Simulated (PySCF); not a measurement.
# C₃H₂F₃NO: excited states

Wanted: excited states for C₃H₂F₃NO (`NC(=O)C(F)=C(F)F`).

Programs: PySCF 2.14.0, with routines of our own; each step states its level. All values are computed. Atoms count from 0.

### 1 The starting structure

10 atoms, charge 0, multiplicity 1; geometry from: GFN2-xTB.

### 2 Excited states: TDA CAM-B3LYP/def2-SVP

Job settings and geometry (Å):

```
{"job": {"kind": "states", "xc": "CAM-B3LYP", "basis": "def2-SVP", "tda": true, "soc": true, "nstates": 6, "ntriplets": 5, "nquad": 4}, "charge": 0, "multiplicity": 1}
N     -1.827458    -0.045897     0.473420
C     -0.609923    -0.603354     0.324886
O     -0.399599    -1.790934     0.287026
C      0.492396     0.406651     0.207853
F      0.133425     1.708304     0.262476
C      1.785107     0.115049     0.055393
F      2.745159     1.016959    -0.045533
F      2.278220    -1.096170    -0.014837
H     -2.623303    -0.655585     0.556649
H     -1.965142     0.949632     0.498903
```

Level: TDA CAM-B3LYP/def2-SVP excited states, vertical, gas phase, spin-orbit mean-field couplings.

Run with:

```sh
$ OMP_NUM_THREADS=1 python excited_run.py task.json out
```

One launch serves the whole session: the jobs run in the order shown.

Log:

```text
coarse grid: 9904 points
cycle   1  E = -544.0458122839  dE =  1.675e+00  |g| = 1.205e+00  |ddm| = 3.660e+00
cycle   2  E = -543.6315180402  dE =  4.143e-01  |g| = 1.944e+00  |ddm| = 3.704e+00
cycle   3  E = -544.3232105115  dE = -6.917e-01  |g| = 2.163e-01  |ddm| = 2.594e+00
cycle   4  E = -544.3304726590  dE = -7.262e-03  |g| = 1.061e-01  |ddm| = 2.614e-01
cycle   5  E = -544.3326577379  dE = -2.185e-03  |g| = 1.214e-02  |ddm| = 9.459e-02
cycle   6  E = -544.3326892475  dE = -3.151e-05  |g| = 6.385e-03  |ddm| = 1.609e-02
cycle   7  E = -544.3326979258  dE = -8.678e-06  |g| = 1.281e-03  |ddm| = 9.270e-03
final grid: 101384 points
cycle   8  E = -544.4115679377  dE = -2.215e-05  |g| = 5.440e-03  |ddm| = 1.618e-02
cycle   9  E = -544.4115630729  dE =  4.865e-06  |g| = 7.617e-03  |ddm| = 1.005e-02
cycle  10  E = -544.4115733940  dE = -1.032e-05  |g| = 7.755e-04  |ddm| = 6.608e-03
cycle  11  E = -544.4115734967  dE = -1.027e-07  |g| = 2.177e-04  |ddm| = 8.549e-04
cycle  12  E = -544.4115735063  dE = -9.607e-09  |g| = 5.984e-05  |ddm| = 3.703e-04
cycle  13  E = -544.4115735070  dE = -7.169e-10  |g| = 1.857e-05  |ddm| = 7.270e-05
converged SCF energy = -544.4115735070

Singlet excitations
state   eV       nm        f     d(h-e)  d(exc)  Lambda  PR(NTO)  |dmu|/D   mu/D   main configurations
  1   5.2670   235.4   0.00094   1.073   2.373   0.423   1.005    2.908    4.139   H-1->L 0.94
  2   7.0920   174.8   0.25258   0.040   2.671   0.734   1.161    0.259    3.089   H->L 0.76, H-2->L 0.15
  3   7.2284   171.5   0.37555   0.977   2.894   0.613   1.199    2.423    4.935   H-2->L 0.75, H->L 0.16
  4   7.3717   168.2   0.00496   0.264   2.231   0.445   1.008    0.892    2.213   H->L+2 0.49, H->L+1 0.47
  5   8.2349   150.6   0.00522   1.045   2.651   0.394   1.012                     H-2->L+1 0.92
  6   8.5858   144.4   0.03515   1.415   3.091   0.375   1.251                     H-1->L+1 0.77, H-1->L+2 0.10

Triplet excitations (Tamm-Dancoff)
state   eV     d(h-e)  d(exc)  Lambda  PR(NTO)   main configurations
  1   3.9841   0.178   2.158   0.781   1.023   H->L 0.93
  2   4.8137   0.999   2.322   0.423   1.006   H-1->L 0.92
  3   5.1529   1.071   2.444   0.597   1.045   H-2->L 0.86, H-2->L+4 0.09
  4   6.7504   0.237   2.144   0.453   1.007   H->L+2 0.54, H->L+1 0.41
  5   7.7204   1.036   2.558   0.393   1.014   H-2->L+1 0.88
S1 - T1 = 1.2828 eV

Spin-orbit couplings |<S|Hso|T>| (cm-1)
             T1       T2       T3       T4       T5
S0        0.088   36.668    0.097   32.891    6.612
S1       15.949    0.120   33.494    0.134    0.030
S2        0.040   30.432    0.052    3.417    6.714
S3        0.035   19.571    0.014    4.029    9.507
S4        4.338    0.314    0.202    0.035    0.318
S5        0.558    0.072    6.998    0.226    0.524
S6        0.070    2.401    0.084    7.835   19.078
T1 sublevels (cm-1): 0.000 0.000 0.009   radiative rates (1/s): 0.000113 0.189 0.295
```

Wall time 17 s (1 thread of Arm Neoverse V1, shared host); peak memory 0.55 GiB.

In short:

```
  quantity    value
S1 less T1  1.28 eV
```

### 3 Summary of results

| quantity | value |
| --- | --- |
| S1 less T1 (step 2, TDA CAM-B3LYP/def2-SVP) | 1.28 eV |

In step 2, the number of triplets below S1 is 3, and the largest singlet-triplet spin-orbit coupling is S0–T2, 36.67 cm⁻¹.
